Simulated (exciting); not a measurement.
A run of exciting (release sodium) is set up as follows.

run_exciting.py

```python
import subprocess
import xml.etree.ElementTree as ET
from ase.io import read
from ase.units import Bohr

atoms = read("NbSi.cif")
import spglib
from ase import Atoms
cell, positions, numbers = spglib.find_primitive((atoms.cell[:], atoms.get_scaled_positions(), atoms.numbers), symprec=1e-5)
atoms = Atoms(numbers, cell=cell, scaled_positions=positions, pbc=True)
rmt = {'Nb': 2.3, 'Si': 2.0}  # bohr
tasks = """
<groundstate do="fromscratch" ngridk="9 9 9" rgkmax="6.8" gmaxvr="14" lmaxapw="8" lmaxmat="8" lmaxvr="8" stype="Fermi Dirac" swidth="0.00367493" nempty="32" ValenceRelativity="iora*" epsengy="1e-05" epspot="1e-05" maxscl="60" outputlevel="normal" vkloff="0.5 0.5 0.5">
  <libxc exchange="XC_LDA_X" correlation="XC_LDA_C_VWN"/>
</groundstate>
<properties>
  <momentummatrix/>
  <dielmat intraband="false" wmax="1" wgrid="200" swidth="0.01" tevout="true">
    <epscomp>1 1</epscomp>
    <epscomp>2 2</epscomp>
    <epscomp>3 3</epscomp>
  </dielmat>
</properties>
"""

root = ET.Element("input")
ET.SubElement(root, "title").text = "NbSi"
structure = ET.SubElement(root, "structure", speciespath="./", tshift="false")
crystal = ET.SubElement(structure, "crystal", scale="1.0")
for vector in atoms.cell / Bohr:
    ET.SubElement(crystal, "basevect").text = " ".join(f"{x:.12f}" for x in vector)
symbols = atoms.get_chemical_symbols()
for element in dict.fromkeys(symbols):
    species = ET.SubElement(structure, "species", speciesfile=element + ".xml", rmt=str(rmt[element]))
    for symbol, position in zip(symbols, atoms.get_scaled_positions(wrap=False)):
        if symbol == element:
            ET.SubElement(species, "atom", coord=" ".join(f"{x:.12f}" for x in position))
root.extend(ET.fromstring("<tasks>" + tasks + "</tasks>"))
ET.indent(root)
ET.ElementTree(root).write("input.xml")
subprocess.run(["exciting_smp"], check=True)
```

File NbSi.cif:

```cif
data_NbSi
_cell_length_a 5.14766000
_cell_length_b 5.14766000
_cell_length_c 5.14766000
_cell_angle_alpha 90.00000000
_cell_angle_beta 90.00000000
_cell_angle_gamma 90.00000000
_space_group_name_H-M_alt 'Fm-3m'
_space_group_name_Hall '-F 4 2 3'
_space_group_IT_number 225
loop_
_space_group_symop_operation_xyz
'x,y,z'
'-x,-y,-z'
'-y,x,z'
'y,-x,-z'
'-x,-y,z'
'x,y,-z'
'y,-x,z'
'-y,x,-z'
'x,-y,-z'
'-x,y,z'
'-y,-x,-z'
'y,x,z'
'-x,y,-z'
'x,-y,z'
'y,x,-z'
'-y,-x,z'
'z,x,y'
'-z,-x,-y'
'z,-y,x'
'-z,y,-x'
'z,-x,-y'
'-z,x,y'
'z,y,-x'
'-z,-y,x'
'-z,x,-y'
'z,-x,y'
'-z,-y,-x'
'z,y,x'
'-z,-x,y'
'z,x,-y'
'-z,y,x'
'z,-y,-x'
'y,z,x'
'-y,-z,-x'
'x,z,-y'
'-x,-z,y'
'-y,z,-x'
'y,-z,x'
'-x,z,y'
'x,-z,-y'
'-y,-z,x'
'y,z,-x'
'-x,-z,-y'
'x,z,y'
'y,-z,-x'
'-y,z,x'
'x,-z,y'
'-x,z,-y'
'x,y+1/2,z+1/2'
'-x,-y+1/2,-z+1/2'
'-y,x+1/2,z+1/2'
'y,-x+1/2,-z+1/2'
'-x,-y+1/2,z+1/2'
'x,y+1/2,-z+1/2'
'y,-x+1/2,z+1/2'
'-y,x+1/2,-z+1/2'
'x,-y+1/2,-z+1/2'
'-x,y+1/2,z+1/2'
'-y,-x+1/2,-z+1/2'
[... 41 lines left out ...]
'-x+1/2,-y,z+1/2'
'x+1/2,y,-z+1/2'
'y+1/2,-x,z+1/2'
'-y+1/2,x,-z+1/2'
'x+1/2,-y,-z+1/2'
'-x+1/2,y,z+1/2'
'-y+1/2,-x,-z+1/2'
'y+1/2,x,z+1/2'
'-x+1/2,y,-z+1/2'
'x+1/2,-y,z+1/2'
'y+1/2,x,-z+1/2'
'-y+1/2,-x,z+1/2'
'z+1/2,x,y+1/2'
'-z+1/2,-x,-y+1/2'
'z+1/2,-y,x+1/2'
'-z+1/2,y,-x+1/2'
'z+1/2,-x,-y+1/2'
'-z+1/2,x,y+1/2'
'z+1/2,y,-x+1/2'
'-z+1/2,-y,x+1/2'
'-z+1/2,x,-y+1/2'
'z+1/2,-x,y+1/2'
'-z+1/2,-y,-x+1/2'
'z+1/2,y,x+1/2'
'-z+1/2,-x,y+1/2'
'z+1/2,x,-y+1/2'
'-z+1/2,y,x+1/2'
'z+1/2,-y,-x+1/2'
'y+1/2,z,x+1/2'
'-y+1/2,-z,-x+1/2'
'x+1/2,z,-y+1/2'
'-x+1/2,-z,y+1/2'
'-y+1/2,z,-x+1/2'
'y+1/2,-z,x+1/2'
'-x+1/2,z,y+1/2'
'x+1/2,-z,-y+1/2'
'-y+1/2,-z,x+1/2'
'y+1/2,z,-x+1/2'
'-x+1/2,-z,-y+1/2'
'x+1/2,z,y+1/2'
'y+1/2,-z,-x+1/2'
'-y+1/2,z,x+1/2'
'x+1/2,-z,y+1/2'
'-x+1/2,z,-y+1/2'
'x+1/2,y+1/2,z'
'-x+1/2,-y+1/2,-z'
'-y+1/2,x+1/2,z'
'y+1/2,-x+1/2,-z'
'-x+1/2,-y+1/2,z'
'x+1/2,y+1/2,-z'
'y+1/2,-x+1/2,z'
'-y+1/2,x+1/2,-z'
'x+1/2,-y+1/2,-z'
'-x+1/2,y+1/2,z'
'-y+1/2,-x+1/2,-z'
'y+1/2,x+1/2,z'
'-x+1/2,y+1/2,-z'
'x+1/2,-y+1/2,z'
'y+1/2,x+1/2,-z'
'-y+1/2,-x+1/2,z'
'z+1/2,x+1/2,y'
'-z+1/2,-x+1/2,-y'
'z+1/2,-y+1/2,x'
'-z+1/2,y+1/2,-x'
'z+1/2,-x+1/2,-y'
'-z+1/2,x+1/2,y'
'z+1/2,y+1/2,-x'
'-z+1/2,-y+1/2,x'
'-z+1/2,x+1/2,-y'
'z+1/2,-x+1/2,y'
'-z+1/2,-y+1/2,-x'
'z+1/2,y+1/2,x'
'-z+1/2,-x+1/2,y'
'z+1/2,x+1/2,-y'
'-z+1/2,y+1/2,x'
'z+1/2,-y+1/2,-x'
'y+1/2,z+1/2,x'
'-y+1/2,-z+1/2,-x'
'x+1/2,z+1/2,-y'
'-x+1/2,-z+1/2,y'
'-y+1/2,z+1/2,-x'
'y+1/2,-z+1/2,x'
'-x+1/2,z+1/2,y'
'x+1/2,-z+1/2,-y'
'-y+1/2,-z+1/2,x'
'y+1/2,z+1/2,-x'
'-x+1/2,-z+1/2,-y'
'x+1/2,z+1/2,y'
'y+1/2,-z+1/2,-x'
'-y+1/2,z+1/2,x'
'x+1/2,-z+1/2,y'
'-x+1/2,z+1/2,-y'
loop_
_atom_site_label
_atom_site_type_symbol
_atom_site_symmetry_multiplicity
_atom_site_Wyckoff_symbol
_atom_site_fract_x
_atom_site_fract_y
_atom_site_fract_z
_atom_site_occupancy
Nb1 Nb 4 a 0.0000000000 0.0000000000 0.0000000000 1
Si1 Si 4 b 0.5000000000 0.0000000000 0.0000000000 1
```

Potentials or basis: all-electron LAPW+lo, shipped species files, valence relativity iora*.

Command:

```sh
$ OMP_NUM_THREADS=1 python run_exciting.py
```

(1) Estimate the density of states at the Fermi level.

Answers

(1) 1.46 states/eV per cell.
